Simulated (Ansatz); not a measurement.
# BCl3 on Ti (001)

Aim: for Ti, adsorb BCl3 from several starts and take the binding apart.

Method: DFT PBE+D3(BJ), scalar-relativistic, plane waves, PAW, in Ansatz 0.2.0.

2 further runs of the same task are left out: 2 set aside as unsound or not needed.

## (1) Starting point

The structure is trigonal, space group P3m1 (No. 156). Conventional cell: a = 2.886 Å, b = 2.886 Å, c = 22.861 Å, α = 90.00°, β = 90.00°, γ = 120.00°. Ti (site symmetry 3m) is surrounded by 9 Ti at 2.83 to 2.89 Å. Ti (site symmetry 3m) has 12 Ti at 2.83 to 2.90 Å as nearest neighbours. Around Ti (site symmetry 3m) lie 12 Ti at 2.74 to 2.90 Å. Around Ti (site symmetry 3m) lie 9 Ti at 2.74 to 2.89 Å.

Structure file:

```
Ti
1.0
     5.77293    0.00000    0.00000
    -2.88646    4.99950    0.00000
     0.00000    0.00000   22.86112
Ti
16
Direct
  0.33333 0.16667 0.34994
  0.33333 0.66667 0.34994
  0.83333 0.16667 0.34994
  0.83333 0.66667 0.34994
  0.16667 0.33333 0.44998
  0.16667 0.83333 0.44998
  0.66667 0.33333 0.44998
  0.66667 0.83333 0.44998
  0.33333 0.16667 0.55375
  0.33333 0.66667 0.55375
  0.83333 0.16667 0.55375
  0.83333 0.66667 0.55375
  0.16667 0.33333 0.64889
  0.16667 0.83333 0.64889
  0.66667 0.33333 0.64889
  0.66667 0.83333 0.64889
```

Miller indices refer to the conventional cell of the relaxed bulk, P6_3/mmc (No. 194): a = 2.886 Å, b = 2.886 Å, c = 4.574 Å, α = 90.00°, β = 90.00°, γ = 120.00°.

This (001) slab, 6.9 Å thick as cut, with 16 Å of vacuum, in a 2×2 surface cell; its outer planes are Ti (top) and Ti (bottom), was relaxed beforehand with its lower half held: -39994.7009 eV, work function 4.49 eV (top face), 4.54 eV (bottom face), dipole along +c 0.009 e·Å per cell.

## (2) BCl3, flat, over a top (Ti) site

The input, input.yaml:

```yaml
crystal:
  lattice:
    - [5.772929951, 0.0, 0.0]
    - [-2.8864649755, 4.9995039918, 0.0]
    - [0.0, 0.0, 24.861123473]
  atoms:
    - { symbol: Ti, position: [0.3333333333, 0.1666666667, 0.3217875495] }
    - { symbol: Ti, position: [0.3333333333, 0.6666666667, 0.3217875495] }
    - { symbol: Ti, position: [0.8333333333, 0.1666666667, 0.3217875495] }
    - { symbol: Ti, position: [0.8333333333, 0.6666666667, 0.3217875495] }
    - { symbol: Ti, position: [0.1666666667, 0.3333333333, 0.4137802207] }
    - { symbol: Ti, position: [0.1666666667, 0.8333333333, 0.4137802207] }
    - { symbol: Ti, position: [0.6666666667, 0.3333333333, 0.4137802207] }
    - { symbol: Ti, position: [0.6666666667, 0.8333333333, 0.4137802207] }
    - { symbol: Ti, position: [0.3333333333, 0.1666666667, 0.509205195] }
    - { symbol: Ti, position: [0.3333333333, 0.6666666667, 0.509205195] }
    - { symbol: Ti, position: [0.8333333333, 0.1666666667, 0.509205195] }
    - { symbol: Ti, position: [0.8333333333, 0.6666666667, 0.509205195] }
    - { symbol: Ti, position: [0.1666666667, 0.3333333333, 0.5966855473] }
    - { symbol: Ti, position: [0.1666666667, 0.8333333333, 0.5966855473] }
    - { symbol: Ti, position: [0.6666666667, 0.3333333333, 0.5966855473] }
    - { symbol: Ti, position: [0.6666666667, 0.8333333333, 0.5966855473] }
    - { symbol: B, position: [0.1666666667, 0.3333333333, 0.7310318493] }
    - { symbol: Cl, position: [-0.0191291606, 0.4973474274, 0.7310318493] }
    - { symbol: Cl, position: [0.5164590023, 0.5191169004, 0.7310318493] }
    - { symbol: Cl, position: [0.0026701583, -0.0164643278, 0.7310318493] }
basis:
  ecutwfc: 420
kpoints:
  mp_grid: { grid: [4, 4, 1] }
hamiltonian:
  xc: pbe
  dispersion: d3bj
scf:
  occupations: { method: gaussian, width: 0.1 }
output:
  forces: true
  eigenvalues: true
  write_density: true
  write_potential: true
  elf: true
  volumetric_format: npy
relax:
  adjacent_minimum: "off"
  f_tol: 0.04
  max_steps: 100
  constraints: [{ sites: [0, 1, 2, 3, 4, 5, 6, 7] }]
efield:
  axis: 3
  dipole_correction: true
  ramp_width: 0.04
```

The run is started by

```
ansatz run input.yaml --threads 4 --pin off --max-ram 10240MiB --backend cpu --events-out ev --progress --plain --runs-dir out
```

The session goes on with these runs: BCl3, inverted, over a hollow (nearest Ti) site; the lowest end once more, with its density; the slab alone, frozen as in the lowest end; the molecules alone, frozen as adsorbed.

Before running it: what results should come out? Wanted: BCl3: lowest end; interaction of the frozen parts; electrons moved above the midplane.

**Answer**, as computed:

```
                                    quantity                                                value
                            BCl3: lowest end  E_ads -4.82 eV, inverted start over hollow Ti-Ti-Ti
             interaction of the frozen parts                                     -13.32 eV a cell
                  cost of deforming the slab                                              0.90 eV
cost of deforming and crowding the molecules                                              7.60 eV
          electrons moved above the midplane                                               +0.233
```

**Reading.** BCl3 binds with 4.82 eV a molecule at best. In the lowest end it has come apart into BCl + Cl + Cl. In all 1.37 electrons are rearranged, and 0.23 cross the midplane towards the molecule. Spin polarisation is off in the runs that give these values; a magnetic solution could lie lower.
